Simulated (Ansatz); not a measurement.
# SiCl3F (trichlorofluorosilane), step by step

We compute a series of 18 runs (HF/STO-3G, UHF/STO-3G, HF/3-21G, UHF/3-21G, HF/6-31G*, UHF/6-31G*, B3LYP/6-31G*, PBE/def2-SVP, and more) of Cl3FSi. 

The calculation is run with Ansatz 0.2.0.

**1. The structure to begin with**

SiCl3F: 5 atoms, total charge 0, spin state singlet. As SMILES, `F[Si](Cl)(Cl)Cl`. The coordinates come from a PBE0-D4/def2-TZVP relaxation. The run starts from this shape.

Bond lengths: F1–Si2 1.575 Å, Si2–Cl3 2.014 Å, Si2–Cl4 2.014 Å, Si2–Cl5 2.014 Å. Angles: F1–Si2–Cl3 108.4°, F1–Si2–Cl4 108.4°, F1–Si2–Cl5 108.4°, Cl3–Si2–Cl4 110.6°, Cl3–Si2–Cl5 110.6°, Cl4–Si2–Cl5 110.6°.

**2. A geometry optimisation at HF/STO-3G (start density atoms) (run 1)**

run.yaml

```yaml
crystal:
  periodic: [false, false, false]
  atoms:
    - {symbol: F, position_ang: [0.865040, -0.916770, 1.050170]}
    - {symbol: Si, position_ang: [0.034630, -0.036690, 0.042040]}
    - {symbol: Cl, position_ang: [-1.606480, 0.640470, 0.993830]}
    - {symbol: Cl, position_ang: [-0.482630, -1.187850, -1.527970]}
    - {symbol: Cl, position_ang: [1.189430, 1.500840, -0.558060]}
basis:
  gaussian: {orbitals: STO-3G}
hamiltonian: {xc: hf}
relax: {f_tol: 0.002}
output: {orbitals: {seedname: orbitals}}
```

Launch:

```sh
ansatz run run.yaml --threads 1 --pin off --max-ram 3480MiB --events-out events.jsonl --progress --plain --runs-dir runs
```

What it wrote, shortened:

```text
Warning: RAYON_NUM_THREADS=1 ignored (pool sized by the plan → 1); use --threads N
[...]
Functional definition: HF
  name "HF"
[...]
524 factors; integrals over basis functions are off by at most 5.3e-6 eV
[...]
mean field -47553.49234669 eV, -1747.5586108259 hartree, gradient 2.1e-5 eV, S^2 0.000000; 0 other end points of the search recorded, 0 dependent functions left out
[...]
reference -47553.49234669 eV, -1747.5586108259 hartree; 37, 37 occupied and 4, 4 virtual orbitals, 524 factors
relax step   1: F+E_penalty+E_count = -47553.49234669 eV  Δ(F+E_penalty+E_count) = +0.000e0 eV  max|allowed force component| = 1.355e0 eV/Å  Δτ_max = 0.0000 Å  (25 SCF iters, accepted)
[...]
relax step   4: F+E_penalty+E_count = -47553.63090735 eV  Δ(F+E_penalty+E_count) = -1.385e-4 eV  max|allowed force component| = 1.790e-1 eV/Å  Δτ_max = 0.0112 Å  (22 SCF iters, accepted)
[...]
relax step   5: F+E_penalty+E_count = -47553.63182669 eV  Δ(F+E_penalty+E_count) = -9.193e-4 eV  max|allowed force component| = 1.980e-3 eV/Å  Δτ_max = 0.0066 Å  (22 SCF iters, accepted)
524 factors; integrals over basis functions are off by at most 5.0e-6 eV
mean field -47553.63182669 eV, -1747.5637366217 hartree, gradient 8.4e-6 eV, S^2 0.000000; 1 other end points of the search recorded, 0 dependent functions left out
[...]
reference -47553.63182669 eV, -1747.5637366217 hartree; 37, 37 occupied and 4, 4 virtual orbitals, 524 factors
Total energy: -47553.63182669 eV, -1747.5637366217 hartree
Atom 0 at     0.885536    -0.938506     1.075068 Å, force    -0.000397     0.000359    -0.000460 eV/Å
Atom 1 at     0.046696    -0.049501     0.056698 Å, force    -0.000297     0.000397    -0.000388 eV/Å
Atom 2 at    -1.646926     0.659320     1.011433 Å, force    -0.001296     0.000079     0.001833 eV/Å
Atom 3 at    -0.497608    -1.210470    -1.567552 Å, force     0.000009    -0.001975    -0.001013 eV/Å
Atom 4 at     1.212291     1.539158    -0.575637 Å, force     0.001980     0.001140     0.000028 eV/Å
Dipole moment:     0.155994    -0.165349     0.189389 e Å
```

It took 4.8 s on 1 thread of Arm Neoverse V1, shared host; peak memory 0.098 GiB.

Step by step:

| step | energy from the first frame kept (eV) | largest force (eV/Å) |
| --- | --- | --- |
| 1 | 0.0000 | 1.6417 |
| 2 | -0.1064 | 0.9619 |
| 3 | -0.1384 | 0.3192 |
| 4 | -0.1386 | 0.2796 |
| 5 | -0.1395 | 0.0023 |

After the run. Bond lengths: F1–Si2 1.591 Å, Si2–Cl3 2.069 Å, Si2–Cl4 2.069 Å, Si2–Cl5 2.069 Å. Angles: F1–Si2–Cl3 109.1°, F1–Si2–Cl4 109.1°, F1–Si2–Cl5 109.1°, Cl3–Si2–Cl4 109.8°, Cl3–Si2–Cl5 109.8°, Cl4–Si2–Cl5 109.8°.

**3. The harmonic vibrations at HF/STO-3G (start density atoms) (run 2)**

run.yaml

```yaml
crystal:
  periodic: [false, false, false]
  atoms:
    - {symbol: F, position_ang: [0.885536, -0.938506, 1.075068]}
    - {symbol: Si, position_ang: [0.046696, -0.049501, 0.056698]}
    - {symbol: Cl, position_ang: [-1.646926, 0.659320, 1.011433]}
    - {symbol: Cl, position_ang: [-0.497608, -1.210470, -1.567552]}
    - {symbol: Cl, position_ang: [1.212291, 1.539158, -0.575637]}
basis:
  gaussian:
    orbitals: STO-3G
hamiltonian:
  xc: hf
phonons:
  temperatures:
    t_min: 298.15
    t_max: 298.15
    t_step: 1
```

Launch:

```sh
ansatz run run.yaml --threads 1 --pin off --max-ram 3480MiB --events-out events.jsonl --progress --plain --runs-dir runs
```

What it wrote, shortened:

```text
Warning: RAYON_NUM_THREADS=1 ignored (pool sized by the plan → 1); use --threads N
[... 2 set-up lines as earlier in the session ...]
[...]
521 factors; integrals over basis functions are off by at most 5.0e-6 eV
[...]
mean field -47553.63180270 eV, -1747.5637357399 hartree, gradient 2.8e-5 eV, S^2 0.000000; 0 other end points of the search recorded, 0 dependent functions left out
[...]
reference -47553.63180270 eV, -1747.5637357399 hartree; 37, 37 occupied and 4, 4 virtual orbitals, 521 factors
[...]
521 factors; integrals over basis functions are off by at most 5.0e-6 eV
[...]
mean field -47553.63175902 eV, -1747.5637341348 hartree, gradient 1.1e-6 eV, S^2 0.000000; 0 other end points of the search recorded, 0 dependent functions left out
[...]
reference -47553.63175902 eV, -1747.5637341348 hartree; 37, 37 occupied and 4, 4 virtual orbitals, 521 factors
[...]
521 factors; integrals over basis functions are off by at most 5.0e-6 eV
[...]
521 factors; integrals over basis functions are off by at most 5.0e-6 eV
mean field -47553.63178995 eV, -1747.5637352712 hartree, gradient 1.1e-6 eV, S^2 0.000000; 0 other end points of the search recorded, 0 dependent functions left out
[...]
reference -47553.63178995 eV, -1747.5637352712 hartree; 37, 37 occupied and 4, 4 virtual orbitals, 521 factors
Total energy: -47553.63180270 eV, -1747.5637357399 hartree
Atom 0 at     0.885536    -0.938506     1.075068 Å, force    -0.000366     0.000327    -0.000424 eV/Å
Atom 1 at     0.046696    -0.049501     0.056698 Å, force    -0.000260     0.000347    -0.000334 eV/Å
Atom 2 at    -1.646926     0.659320     1.011433 Å, force    -0.001336     0.000109     0.001821 eV/Å
Atom 3 at    -0.497608    -1.210470    -1.567552 Å, force    -0.000017    -0.001968    -0.001057 eV/Å
Atom 4 at     1.212291     1.539158    -0.575637 Å, force     0.001979     0.001186    -0.000007 eV/Å
Dipole moment:     0.155994    -0.165349     0.189388 e Å
Vibrations: 167.55 167.55 239.43 278.51 278.51 500.14 724.05 724.05 1015.68 cm⁻¹, zero-point energy 0.253887 eV
```

Run time: 18 s. Hardware: 1 thread of Arm Neoverse V1, shared host; peak memory 0.096 GiB.

Runs 3 to 16 aren't shown in full; the table further down has their settings and results.

**4. A geometry optimisation at MP2/6-31G(d) (Cartesian functions, start density atoms) (run 17)**

job.yaml

```yaml
crystal:
  periodic: [false, false, false]
  atoms:
    - symbol: F
      position_ang: [0.865040, -0.916770, 1.050170]
    - symbol: Si
      position_ang: [0.034630, -0.036690, 0.042040]
    - symbol: Cl
      position_ang: [-1.606480, 0.640470, 0.993830]
    - symbol: Cl
      position_ang: [-0.482630, -1.187850, -1.527970]
    - symbol: Cl
      position_ang: [1.189430, 1.500840, -0.558060]
basis:
  gaussian: {orbitals: "6-31G*"}
output: {orbitals: {seedname: orbitals}}
correlation: {method: mp2}
relax: {f_tol: 0.002}
```

Launch:

```sh
ansatz run job.yaml --threads 1 --pin off --max-ram 3480MiB --events-out events.jsonl --progress --plain --runs-dir runs
```

What it wrote, shortened:

```text
Warning: RAYON_NUM_THREADS=1 ignored (pool sized by the plan → 1); use --threads N
[...]
[... 2 set-up lines as earlier in the session ...]
[...]
880 factors; integrals over basis functions are off by at most 1.0e-4 eV
[...]
mean field -48083.14048047 eV, -1767.0228207339 hartree, gradient 1.9e-6 eV, S^2 0.000000; 0 other end points of the search recorded, 0 dependent functions left out
21 core orbitals not correlated: weight in the atoms' cores, before any rotation towards them, 1.000 or more for the frozen orbitals, at most 0.000 for the correlated occupied ones
reference -48083.14048047 eV, -1767.0228207339 hartree; 16, 16 occupied and 54, 54 virtual orbitals, 880 factors
second order -17.30666040 eV of doubles, -0.00000000 eV of singles
[...]
relax step   1: F+E_penalty+E_count = -48100.44714087 eV  Δ(F+E_penalty+E_count) = +0.000e0 eV  max|allowed force component| = 6.158e-1 eV/Å  Δτ_max = 0.0000 Å  (41 SCF iters, accepted)
[...]
21 core orbitals not correlated: weight in the atoms' cores, before any rotation towards them, 1.000 or more for the frozen orbitals, at most 0.000 for the correlated occupied ones
reference -48083.12596813 eV, -1767.0222874154 hartree; 16, 16 occupied and 54, 54 virtual orbitals, 880 factors
second order -17.33306231 eV of doubles, -0.00000000 eV of singles
[...]
Total energy: -48100.45903044 eV, -1767.6592657066 hartree
Atom 0 at     0.875374    -0.927750     1.062736 Å, force     0.000193     0.000050     0.000151 eV/Å
Atom 1 at     0.032610    -0.034519     0.039580 Å, force     0.001302    -0.001785     0.001713 eV/Å
Atom 2 at    -1.612109     0.644088     0.993421 Å, force     0.000721     0.000495    -0.001709 eV/Å
Atom 3 at    -0.485806    -1.188187    -1.533858 Å, force    -0.000281     0.001793     0.000160 eV/Å
Atom 4 at     1.189920     1.506368    -0.561868 Å, force    -0.001935    -0.000553    -0.000315 eV/Å
Dipole moment:    -0.038081     0.040440    -0.046258 e Å
Checks for a lower state left out: cluster_reference
```

It took 21 s on 1 thread of Arm Neoverse V1, shared host; peak memory 0.2 GiB.

The path in brief:

| step | energy from the first frame kept (eV) | largest force (eV/Å) |
| --- | --- | --- |
| 1 | 0.0000 | 0.9619 |
| 2 | -0.0084 | 0.5534 |
| 3 | -0.0119 | 0.0414 |
| 4 | -0.0119 | 0.0028 |

After the run. Bond lengths: F1–Si2 1.598 Å, Si2–Cl3 2.019 Å, Si2–Cl4 2.019 Å, Si2–Cl5 2.019 Å. Angles: F1–Si2–Cl3 108.4°, F1–Si2–Cl4 108.4°, F1–Si2–Cl5 108.4°, Cl3–Si2–Cl4 110.6°, Cl3–Si2–Cl5 110.6°, Cl4–Si2–Cl5 110.6°.

**5. The harmonic vibrations at MP2/6-31G(d) (Cartesian functions, start density atoms) (run 18)**

input.yaml

```yaml
crystal:
  periodic: [false, false, false]
  atoms:
    - {symbol: F, position_ang: [0.875374, -0.927750, 1.062736]}
    - {symbol: Si, position_ang: [0.032610, -0.034519, 0.039580]}
    - {symbol: Cl, position_ang: [-1.612109, 0.644088, 0.993421]}
    - {symbol: Cl, position_ang: [-0.485806, -1.188187, -1.533858]}
    - {symbol: Cl, position_ang: [1.189920, 1.506368, -0.561868]}
basis:
  gaussian:
    orbitals: "6-31G*"
correlation:
  method: mp2
phonons:
  temperatures: {t_min: 298.15, t_max: 298.15, t_step: 1}
```

Launch:

```sh
ansatz run input.yaml --threads 1 --pin off --max-ram 3480MiB --events-out events.jsonl --progress --plain --runs-dir runs
```

What it wrote, shortened:

```text
Warning: RAYON_NUM_THREADS=1 ignored (pool sized by the plan → 1); use --threads N
[... 2 set-up lines as earlier in the session ...]
[...]
880 factors; integrals over basis functions are off by at most 9.9e-5 eV
[...]
mean field -48083.12596758 eV, -1767.0222873951 hartree, gradient 2.0e-6 eV, S^2 0.000000; 0 other end points of the search recorded, 0 dependent functions left out
21 core orbitals not correlated: weight in the atoms' cores, before any rotation towards them, 1.000 or more for the frozen orbitals, at most 0.000 for the correlated occupied ones
reference -48083.12596758 eV, -1767.0222873951 hartree; 16, 16 occupied and 54, 54 virtual orbitals, 880 factors
second order -17.33306282 eV of doubles, -0.00000000 eV of singles
[...]
880 factors; integrals over basis functions are off by at most 9.9e-5 eV
[...]
reference -48083.12591945 eV, -1767.0222856264 hartree; 16, 16 occupied and 54, 54 virtual orbitals, 880 factors
second order -17.33310011 eV of doubles, -0.00000000 eV of singles
[...]
Total energy: -48100.45903040 eV, -1767.6592657051 hartree
Atom 0 at     0.875374    -0.927750     1.062736 Å, force     0.000185     0.000062     0.000140 eV/Å
Atom 1 at     0.032610    -0.034519     0.039580 Å, force     0.001321    -0.001805     0.001720 eV/Å
Atom 2 at    -1.612109     0.644088     0.993421 Å, force     0.000710     0.000501    -0.001704 eV/Å
Atom 3 at    -0.485806    -1.188187    -1.533858 Å, force    -0.000281     0.001795     0.000159 eV/Å
Atom 4 at     1.189920     1.506368    -0.561868 Å, force    -0.001935    -0.000553    -0.000315 eV/Å
Dipole moment:    -0.038082     0.040441    -0.046258 e Å
Vibrations: 167.01 167.01 245.11 282.73 282.74 474.71 665.71 665.72 959.96 cm⁻¹, zero-point energy 0.242432 eV
Checks for a lower state left out: cluster_reference
```

Wall time 2.1 min (1 thread of Arm Neoverse V1, shared host); peak memory 0.19 GiB.

**6. All runs side by side**

| run | level | task | walk f tol | partner | energy (Eh) | dipole moment (D) | wall time |
| --- | --- | --- | --- | --- | --- | --- | --- |
| 1 | HF/STO-3G (start density atoms) | optimise | 0.002 | base | -1747.563737 | 1.42 | 4.8 s |
| 2 | HF/STO-3G (start density atoms) | frequencies | – | base | -1747.563736 | 1.42 | 18 s |
| 3 | UHF/STO-3G (start density atoms) | energy | – | cation | -1747.168433 | – | 4.2 s |
| 4 | UHF/STO-3G (start density atoms) | optimise | – | cation | -1747.207092 | – | 21 s |
| 5 | HF/3-21G (start density atoms) | optimise | 0.002 | base | -1758.372269 | 0.14 | 5.7 s |
| 6 | HF/3-21G (start density atoms) | frequencies | – | base | -1758.372268 | 0.14 | 14 s |
| 7 | UHF/3-21G (start density atoms) | energy | – | cation | -1757.916195 | – | 10 s |
| 8 | UHF/3-21G (start density atoms) | optimise | – | cation | -1757.954392 | – | 41 s |
| 9 | HF/6-31G* (Cartesian functions, start density atoms) | optimise | 0.002 | base | -1767.022894 | 0.30 | 11 s |
| 10 | HF/6-31G* (Cartesian functions, start density atoms) | frequencies | – | base | -1767.022894 | 0.30 | 35 s |
| 11 | UHF/6-31G* (Cartesian functions, start density atoms) | energy | – | cation | -1766.582765 | – | 15 s |
| 12 | UHF/6-31G* (Cartesian functions, start density atoms) | optimise | – | cation | -1766.609869 | – | 53 s |
| 13 | B3LYP/6-31G* (Cartesian functions, start density atoms) | optimise | 0.002 | base | -1770.133213 | 0.29 | 26 s |
| 14 | B3LYP/6-31G* (Cartesian functions, start density atoms) | frequencies | – | base | -1770.133213 | 0.29 | 95 s |
| 15 | PBE/def2-SVP (start density atoms) | optimise | 0.002 | base | -1768.736498 | 0.54 | 14 s |
| 16 | PBE/def2-SVP (start density atoms) | frequencies | – | base | -1768.736498 | 0.54 | 46 s |
| 17 | MP2/6-31G* (Cartesian functions, start density atoms) | optimise | 0.002 | base | -1767.659266 | 0.35 | 21 s |
| 18 | MP2/6-31G* (Cartesian functions, start density atoms) | frequencies | – | base | -1767.659266 | 0.35 | 2.1 min |

**7. Results**

```
                                                                          quantity           value
                                                  run 18, MP2/6-31G*: total energy  -1767.65927 Eh
                            run 18, MP2/6-31G*: dipole moment (correlated density)          0.35 D
                  run 18, MP2/6-31G*: correlation energy (21 core orbitals frozen)      -637.0 mEh
                                      run 18, MP2/6-31G*: largest force on an atom      0.003 eV/Å
                                    run 18, MP2/6-31G*: lowest harmonic wavenumber        167 cm⁻¹
                                   run 18, MP2/6-31G*: highest harmonic wavenumber        960 cm⁻¹
                                             run 18, MP2/6-31G*: zero-point energy     23.4 kJ/mol
                     vertical ionisation energy (to the doublet cation), HF/STO-3G       10.757 eV
                      vertical ionisation energy (to the doublet cation), HF/3-21G       12.410 eV
                     vertical ionisation energy (to the doublet cation), HF/6-31G*       11.977 eV
adiabatic ionisation energy (to the doublet cation, no zero-point term), HF/STO-3G        9.705 eV
 adiabatic ionisation energy (to the doublet cation, no zero-point term), HF/3-21G       11.371 eV
adiabatic ionisation energy (to the doublet cation, no zero-point term), HF/6-31G*       11.239 eV
```

What this shows: At HF/STO-3G: removing an electron at fixed nuclei costs 10.76 eV (1038 kJ/mol). In a minimal basis such a difference can be off by several eV, whatever the method. At HF/3-21G: removing an electron at fixed nuclei costs 12.41 eV (286 kcal/mol). At HF/6-31G*: the vertical ionisation energy comes to 11.98 eV (276 kcal/mol). At HF/STO-3G: the adiabatic ionisation energy (to the doublet cation, no zero-point term) is 9.70 eV (224 kcal/mol). At HF/3-21G: the adiabatic ionisation energy (to the doublet cation, no zero-point term) is 11.37 eV (262 kcal/mol). Totals of different functionals can't be ranked against each other. In runs 1, 2, 3, 4 the basis is minimal, so the values are rough. All runs together took 9.4 min, the longest 2.1 min.
